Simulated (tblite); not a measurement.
# C6H10GaNO: the cost of one run

Computed with tblite 0.8.0 and PySCF 2.14.0, with density-fitted response routines of our own, on a single molecule in the gas phase. Atoms are numbered from 0 throughout.

## 1. The starting structure

19 atoms, charge 0, multiplicity 1; geometry from: force field or distance geometry start.

Bonds of the start (Å): C0–C1 1.33, C1–Ga2 1.99, Ga2–N3 1.88, N3–C4 1.16, C4–C5 1.47, C5–C6 1.53, C5–C7 1.51, C7–O8 1.22, C0–H9 1.08, C0–H10 1.09, C1–H11 1.08, Ga2–H12 1.60, Ga2–H13 1.60, C5–H14 1.11, C6–H15 1.11, C6–H16 1.11, C6–H17 1.11, C7–H18 1.09.

## 2. Relaxing the molecule with GFN2-xTB

Job settings and geometry (Å):

```
{"job": {"kind": "relax", "xc": "GFN2-xTB", "basis": "xTB"}, "charge": 0, "multiplicity": 1}
C      3.024400     1.159500    -1.016400
C      2.874200    -0.062600    -1.519500
Ga     2.168200    -1.542300    -0.396900
N      0.445500    -1.074900     0.178200
C     -0.614700    -0.793600     0.555600
C     -1.964200    -0.420900     1.003400
C     -2.930500    -0.380600    -0.178000
C     -1.906900     0.912700     1.711500
O     -1.547700     1.912900     1.119600
H      3.406300     1.957000    -1.634300
H      2.731900     1.381300     0.007800
H      3.156700    -0.277800    -2.535300
H      2.082000    -2.886600    -1.265600
H      3.121900    -1.767200     0.870200
H     -2.308700    -1.183000     1.728900
H     -2.990000    -1.383600    -0.641500
H     -2.603600     0.362400    -0.931200
H     -3.950000    -0.116900     0.179500
H     -2.204500     0.978900     2.756600
```

Launch:

```bash
$ OMP_NUM_THREADS=1 python probes_run.py task.json out
```

This one command runs all jobs of the session in turn.

Q: Estimate the wall time of this first job on 1 thread of Arm Neoverse N1, shared host.

About 2.2 s.
